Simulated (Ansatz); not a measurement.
# WSiH₂+ (sextet): from Hartree-Fock to the top rungs, def2-TZVPP

The task here is to estimate one member of a computed series from the others.

Program: Ansatz 0.2.0, Gaussian basis. Level of theory: def2-TZVPP, core rule «outside noble gas», up to 9 orbitals frozen. These are calculated values, not measurements.

Plan: UHF; CCSD(T) on ROHF; CCSD(T) on UHF; CCSDT(Q) on ROHF; CCSDT(Q) on UHF; CASSCF and NEVPT2, 11 electrons in 12 orbitals.

4 further runs of the same task are left out: 2 for a known fault of the program, 2 set aside as unsound or not needed.

### What is computed

The geometry is a PBE0/def2-TZVP stationary point (not a proven minimum) of the parent state, kept for this charge and spin. No spin-orbit coupling is included. Elements past krypton take def2 core potentials.

4 atoms, charge 1, spin multiplicity 6.

Atoms are counted from 1 here; the program's logs count them from 0.

Bond lengths: W1–Si2 2.363 Å, Si2–H3 1.483 Å, Si2–H4 1.483 Å. Angles: W1–Si2–H3 123.3°, W1–Si2–H4 123.3°, H3–Si2–H4 113.2°.

The first run:

The input, in.yaml:

```yaml
crystal:
  periodic: [false, false, false]
  atoms:
    - {symbol: W, position_ang: [-0.000745, 0.000000, 0.340097]}
    - {symbol: Si, position_ang: [0.008021, 0.000000, -2.022534]}
    - {symbol: H, position_ang: [-0.043853, 1.238202, -2.837273]}
    - {symbol: H, position_ang: [-0.043853, -1.238202, -2.837273]}
basis:
  gaussian: {orbitals: def2-TZVPP}
total_charge: 1
magnetization: {spin_polarized: true, initial_magnetization: 5}
hamiltonian: {xc: hf}
output: {orbitals: {seedname: orbitals}}
```

Started as:

```console
$ ansatz run in.yaml --threads 1 --pin off --events-out ev --progress --plain --max-ram 4096MiB --backend cpu
```

Among the steps run: UHF; CCSD(T) on ROHF; CCSD(T) on UHF; CCSDT(Q) on ROHF; CCSDT(Q) on UHF; CASSCF and NEVPT2, 11 electrons in 12 orbitals.

One table of the session follows, with a row left open; its other results are not shown here.

| method | from RCCSDT(Q) (meV) |
| --- | --- |
| ROHF | +6517.2 |
| UHF | +6312.5 |
| RMP2 | +1081.8 |
| UMP2 | +997.5 |
| RCCSD | +299.5 |
| UCCSD | +194.0 |
| RCCSD(T) | +48.8 |
| UCCSD(T) | -51.5 |
| RCCSDT | ? |
| UCCSDT | -87.8 |
| RCCSDT(Q) | 0 |
| UCCSDT(Q) | -101.6 |
| CASSCF valence | +4882.7 |
| NEVPT2 valence | +1296.2 |

Q: Estimate the row for RCCSDT from the others.

As computed: from RCCSDT(Q) (meV): +13.3. In the column «from RCCSDT(Q) (meV)» it lies between RCCSDT(Q) (0) and RCCSD(T) (+48.8).

To keep in mind: Restricted and unrestricted rows rest on different reference determinants; where their highest levels disagree by more than a few hundredths of an eV, they describe different states and don't form one ladder.
